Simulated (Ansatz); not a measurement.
# TaSb: the cost of one run

Program: Ansatz 0.2.0. Level of theory: DFT r²SCAN, scalar-relativistic, plane waves, PAW. These are calculated values, not measurements.

2 further runs of the same task are left out: 2 that didn't finish. Runs told in other sessions of the task aren't counted.

**1. The starting structure**

Symmetry: F-43m, No. 216, cubic system. Conventional cell: a = 6.248 Å, b = 6.248 Å, c = 6.248 Å, α = 90.00°, β = 90.00°, γ = 90.00°. Around Ta (site symmetry -43m) lie 4 Sb at 2.71 Å. Around Sb (site symmetry -43m) lie 4 Ta at 2.71 Å.

Structure file:

```
Ta Sb
1.0
     0.00000    3.12396    3.12396
     3.12396    0.00000    3.12396
     3.12396    3.12396    0.00000
Ta Sb
1 1
Direct
  0.00000 0.00000 0.00000
  0.25000 0.25000 0.25000
```

An earlier run at r²SCAN left this cell at 30.487 Å³/atom and 0.00 GPa (10×10×10 mesh).

The changes: atom 1 (Ta) moved 0.12 Å along x; strain e2 = -0.02, atoms carried along; all atoms moved at random (σ = 0.15 Å), cell strained at random (1 %).

**2. Atom 1 (Ta) moved 0.12 Å along x**

Input file input.yaml:

```yaml
crystal:
  lattice:
    - [0.0, 3.1239570904, 3.1239570904]
    - [3.1239570904, 0.0, 3.1239570904]
    - [3.1239570904, 3.1239570904, 0.0]
  atoms:
    - { symbol: Ta, position: [-0.0192064098, 0.0192064098, 0.0192064098] }
    - { symbol: Sb, position: [0.25, 0.25, 0.25] }
basis:
  ecutwfc: 500
  ecutrho_ratio: 4
kpoints:
  mp_grid: { grid: [10, 10, 10] }
hamiltonian:
  xc: r2scan
scf:
  occupations: { method: gaussian, width: 0.05 }
output:
  forces: true
  stress: true
  eigenvalues: true
  write_density: true
  write_potential: true
  elf: true
  volumetric_format: npy
```

On the command line:

```
ansatz run input.yaml --threads 2 --pin off --max-ram 2662MiB --backend cpu --events-out ev --progress --plain --runs-dir out
```

**Question.** How long does this run take on 2 threads of Arm Neoverse V2, shared host, and how much memory does it need?

About 29 s, with a peak of 0.68 GiB.
